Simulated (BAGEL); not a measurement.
**CH2FNSi (SMILES FC1=N[SiH2]1), step by step**

Aim: the energy (HF/def2-SV(P)), then a single-point energy (NEVPT2(2,2)/def2-SV(P)), then the energy (CASPT2(2,2)/def2-SV(P)) of CH2FNSi. 

Program for the calculation: BAGEL 1.2.2.

2 further runs of the same task are left out: 2 set aside as unsound or not needed.

## (1) The molecule

CH2FNSi: 6 atoms, total charge 0, spin state singlet. SMILES: `FC1=N[SiH2]1`. The Si4–H6 distance was set to 2.806 Å, away from the relaxed value. At this shape a bond of the SMILES string is far longer than usual.

Bond lengths: F1–C2 1.313 Å, C2–N3 1.261 Å, C2–Si4 1.766 Å, N3–Si4 1.801 Å, Si4–H5 1.477 Å. Angles: F1–C2–N3 128.8°, F1–C2–Si4 160.4°, N3–C2–Si4 70.8°, C2–N3–Si4 67.8°, C2–Si4–N3 41.4°, C2–Si4–H5 122.2°, N3–Si4–H5 118.8°.

## (2) A single-point energy at HF/def2-SV(P) (density fitting with svp-jkfit) (run 1)

hf.json reads:

```json
{ "bagel" : [

{
  "title" : "molecule",
  "basis" : "def2-sv_p_.json",
  "df_basis" : "svp-jkfit",
  "angstrom" : true,
  "geometry" : [
    { "atom" : "F", "xyz" : [    2.055703,   -2.434581,    0.024859 ] },
    { "atom" : "C", "xyz" : [    1.145603,   -1.641681,   -0.493041 ] },
    { "atom" : "N", "xyz" : [    0.008503,   -1.937181,   -0.951141 ] },
    { "atom" : "Si", "xyz" : [    0.348203,   -0.171681,   -1.060541 ] },
    { "atom" : "H", "xyz" : [    0.634303,    0.417119,   -2.384141 ] },
    { "atom" : "H", "xyz" : [   -0.987300,    1.572700,    0.684600 ] }
  ]
},
{ "title" : "hf" },
{ "title" : "print", "file" : "orbitals.molden", "orbitals" : true }

]}
```

The basis set def2-SV(P) is read from a file made from the Basis Set Exchange's data (not shown).

The run is started by

```bash
BAGEL_NUM_THREADS=1 BAGEL hf.json > hf.out
```

Standard output:

```text
* using 1 threads per process

  ===============================================================
  ===============================================================

  *** Geometry ***

  { "atom" : "F", "xyz" : [      3.884716,     -4.600691,      0.046977 ] },
  { "atom" : "C", "xyz" : [      2.164876,     -3.102327,     -0.931712 ] },
  { "atom" : "N", "xyz" : [      0.016068,     -3.660742,     -1.797396 ] },
  { "atom" : "Si", "xyz" : [      0.658008,     -0.324430,     -2.004132 ] },
  { "atom" : "H", "xyz" : [      1.198659,      0.788241,     -4.505374 ] },
  { "atom" : "H", "xyz" : [     -1.865727,      2.971972,      1.293707 ] },

  Number of auxiliary basis functions:      393

  Since a DF basis is specified, we compute 2- and 3-index integrals:
    o Being stored without compression. Storage requirement is 0.013 GB

  Number of basis functions:       64
  Number of electrons      :       38

    * METHOD: MOLECULE                             0.13

  *** RHF ***

  === Nuclear Repulsion ===
   143.7408307292

      * DIIS with orbital gradients will be used.

  === RHF iteration (def2-sv_p_.json) ===
      0       -481.16038897          0.02329383           0.04
      1       -481.27920984          0.01723424           0.03
      2       -481.36645135          0.00197206           0.03
      3       -481.36886437          0.00103030           0.03
      4       -481.36931615          0.00027894           0.03
      5       -481.36939507          0.00011569           0.03
      6       -481.36940795          0.00005799           0.03
      7       -481.36941097          0.00001551           0.03
      8       -481.36941123          0.00000588           0.03
      9       -481.36941128          0.00000243           0.03
     10       -481.36941128          0.00000097           0.03
     11       -481.36941129          0.00000035           0.03
     12       -481.36941129          0.00000014           0.03
     13       -481.36941129          0.00000007           0.03
     14       -481.36941129          0.00000003           0.03
     15       -481.36941129          0.00000002           0.03
     16       -481.36941129          0.00000001           0.03
    * SCF iteration converged.

    * Permanent dipole moment:
           (   -0.432074,    -0.728965,     0.682695) a.u.

    * METHOD: HF                                   0.67

    * METHOD: PRINT                                0.01

  ===============================================================
```

It took 0.95 s on 1 thread of Arm Neoverse V1, shared host; peak memory 0.14 GiB.

## (3) A single-point energy at NEVPT2(2,2)/def2-SV(P) (density fitting with svp-jkfit) (run 2)

input.json reads:

```json
{ "bagel": [

{
  "title": "molecule",
  "basis": "def2-sv_p_.json",
  "df_basis": "svp-jkfit",
  "angstrom": "true",
  "geometry": [
    { "atom": "F", "xyz": [    2.055703,   -2.434581,    0.024859 ] },
    { "atom": "C", "xyz": [    1.145603,   -1.641681,   -0.493041 ] },
    { "atom": "N", "xyz": [    0.008503,   -1.937181,   -0.951141 ] },
    { "atom": "Si", "xyz": [    0.348203,   -0.171681,   -1.060541 ] },
    { "atom": "H", "xyz": [    0.634303,    0.417119,   -2.384141 ] },
    { "atom": "H", "xyz": [   -0.987300,    1.572700,    0.684600 ] }
  ]
},
{
  "title": "hf",
  "charge": 0
},
{
  "title": "casscf",
  "nstate": 1,
  "nact": 2,
  "nclosed": 18,
  "charge": 0,
  "active": [19, 20],
  "maxiter": 200,
  "natocc": "true"
},
{
  "title": "nevpt2",
  "nstate": 1,
  "nact": 2,
  "nclosed": 18,
  "charge": 0,
  "active": [19, 20],
  "maxiter": 200,
  "natocc": "true",
  "ncore": 8
},
{
  "title": "print",
  "file": "orbitals.molden",
  "orbitals": "true"
}

]}
```

The basis set def2-SV(P) is read from a file made from the Basis Set Exchange's data (not shown).

The run is started by

```bash
BAGEL_NUM_THREADS=1 BAGEL input.json > input.out
```

Standard output:

```text
* using 1 threads per process

  ===============================================================
  ===============================================================

  *** Geometry ***

  { "atom" : "F", "xyz" : [      3.884716,     -4.600691,      0.046977 ] },
  { "atom" : "C", "xyz" : [      2.164876,     -3.102327,     -0.931712 ] },
  { "atom" : "N", "xyz" : [      0.016068,     -3.660742,     -1.797396 ] },
  { "atom" : "Si", "xyz" : [      0.658008,     -0.324430,     -2.004132 ] },
  { "atom" : "H", "xyz" : [      1.198659,      0.788241,     -4.505374 ] },
  { "atom" : "H", "xyz" : [     -1.865727,      2.971972,      1.293707 ] },

  Number of auxiliary basis functions:      393

[... 21 lines left out ...]
    * SCF iteration converged.
[... 1 line left out ...]
    * Permanent dipole moment:
[... 27 lines left out ...]
    * Second-order optimization converged. *
[... 1 line left out ...]
     guess   0:   closed 1.                   open ..

  === FCI iteration ===

      0  0      -481.36291673     7.65e-02      0.00
      1  0      -481.43236424     7.30e-03      0.00
      2  0 *    -481.43298441     2.47e-16      0.00

     * ci vector, state   0, <S^2> = 0.0000
       2.     0.9089632773
       .2    -0.4168761933

    * METHOD: CASSCF                               1.83

    * freezing 8 orbitals

  === DF-NEVPT2 calculation ===

    * 3-index integral transformation done
    * assembly done

      NEVPT2 correlation energy:   -0.5345293678      0.08

          (+0)     -0.5016407234
          (+0)'    -0.0039926733
          (+1)     -0.0110945269
          (+1)'    -0.0000000000
          (+2)     -0.0002132961
          (-1)     -0.0170962133
          (-1)'     0.0000000000
          (-2)     -0.0004919348

      NEVPT2 total energy:       -481.9675137787

    * METHOD: NEVPT2                               0.14

    * METHOD: PRINT                                0.01

  ===============================================================
```

It took 2.9 s on 1 thread of Arm Neoverse V1, shared host; peak memory 0.14 GiB.

## (4) The energy at CASPT2(2,2)/def2-SV(P) (density fitting with svp-jkfit) (run 3)

job.json reads:

```json
{ "bagel" : [

{
  "title" : "molecule",
  "basis" : "def2-sv_p_.json",
  "df_basis" : "svp-jkfit",
  "angstrom" : "true",
  "geometry" : [
    { "atom" : "F", "xyz" : [       2.055703,      -2.434581,       0.024859 ] },
    { "atom" : "C", "xyz" : [       1.145603,      -1.641681,      -0.493041 ] },
    { "atom" : "N", "xyz" : [       0.008503,      -1.937181,      -0.951141 ] },
    { "atom" : "Si", "xyz" : [       0.348203,      -0.171681,      -1.060541 ] },
    { "atom" : "H", "xyz" : [       0.634303,       0.417119,      -2.384141 ] },
    { "atom" : "H", "xyz" : [      -0.987300,       1.572700,       0.684600 ] }
  ]
},

{
  "title" : "hf"
},

{
  "title" : "casscf",
  "nstate" : 1,
  "nact" : 2,
  "nclosed" : 18,
  "active" : [19, 20],
  "maxiter" : 200,
  "natocc" : "true"
},

{
  "title" : "print",
  "file" : "orbitals.molden",
  "orbitals" : "true"
},

{
  "title" : "smith",
  "method" : "caspt2",
  "ms" : "true",
  "xms" : "true",
  "sssr" : "true",
  "shift" : 0.2,
  "shift_imag" : "true",
  "ncore" : 8
}

]}
```

The basis set def2-SV(P) is read from a file made from the Basis Set Exchange's data (not shown).

The run is started by

```bash
BAGEL_NUM_THREADS=1 BAGEL job.json > job.out
```

Standard output:

```text
* using 1 threads per process

  ===============================================================
  ===============================================================

  *** Geometry ***

  { "atom" : "F", "xyz" : [      3.884716,     -4.600691,      0.046977 ] },
  { "atom" : "C", "xyz" : [      2.164876,     -3.102327,     -0.931712 ] },
  { "atom" : "N", "xyz" : [      0.016068,     -3.660742,     -1.797396 ] },
  { "atom" : "Si", "xyz" : [      0.658008,     -0.324430,     -2.004132 ] },
  { "atom" : "H", "xyz" : [      1.198659,      0.788241,     -4.505374 ] },
  { "atom" : "H", "xyz" : [     -1.865727,      2.971972,      1.293707 ] },

  Number of auxiliary basis functions:      393

[... 21 lines left out ...]
    * SCF iteration converged.
[... 1 line left out ...]
    * Permanent dipole moment:
[... 27 lines left out ...]
    * Second-order optimization converged. *
[... 9 lines left out ...]
     * ci vector, state   0, <S^2> = 0.0000
[... 16 lines left out ...]
    * Zeroth order energy : state  0       -0.5388178321
[... 4 lines left out ...]
       #      aibj      arbs      arbi      airj      risj      airs      arst      rist         Etot      error   time
[... 2 lines left out ...]
       0  -0.49978  -0.00069  -0.01827  -0.01232  -0.00036  -0.00381  -0.00000  -0.00000   -0.5352191  0.0005837   0.04
       1  -0.49982  -0.00069  -0.01828  -0.01237  -0.00038  -0.00385   0.00000  -0.00000   -0.5353907  0.0000772   0.03
       2  -0.49982  -0.00069  -0.01828  -0.01237  -0.00038  -0.00385  -0.00000  -0.00000   -0.5353934  0.0000117   0.03
       3  -0.49982  -0.00069  -0.01828  -0.01237  -0.00038  -0.00385  -0.00000  -0.00000   -0.5353934  0.0000018   0.03
       4  -0.49982  -0.00069  -0.01828  -0.01237  -0.00038  -0.00385   0.00000  -0.00000   -0.5353934  0.0000002   0.04

      ------------------------------------------------------------------------------------------------------------------

    * CASPT2 energy : state  0     -481.9713810984
        w/o shift correction       -481.9683778431
        reference weight              0.8513937505

    * METHOD: SMITH                                0.28

  ===============================================================
```

Wall time 3.3 s (1 thread of Arm Neoverse V1, shared host); peak memory 0.14 GiB.

## (5) Outcome

```
                                   quantity          value
         run 1, HF/def2-SV(P): total energy  -481.36941 Eh
        run 1, HF/def2-SV(P): dipole moment         2.77 D
          run 1, HF/def2-SV(P): HOMO energy       -9.56 eV
          run 1, HF/def2-SV(P): LUMO energy       -0.79 eV
        run 1, HF/def2-SV(P): HOMO–LUMO gap        8.76 eV
run 2, NEVPT2(2,2)/def2-SV(P): total energy  -481.96751 Eh
run 3, CASPT2(2,2)/def2-SV(P): total energy  -481.97138 Eh
```

One bond (run 1, HF/def2-SV(P)) is far stretched, which a spin-restricted single reference describes badly; a broken-symmetry solution may lie lower.
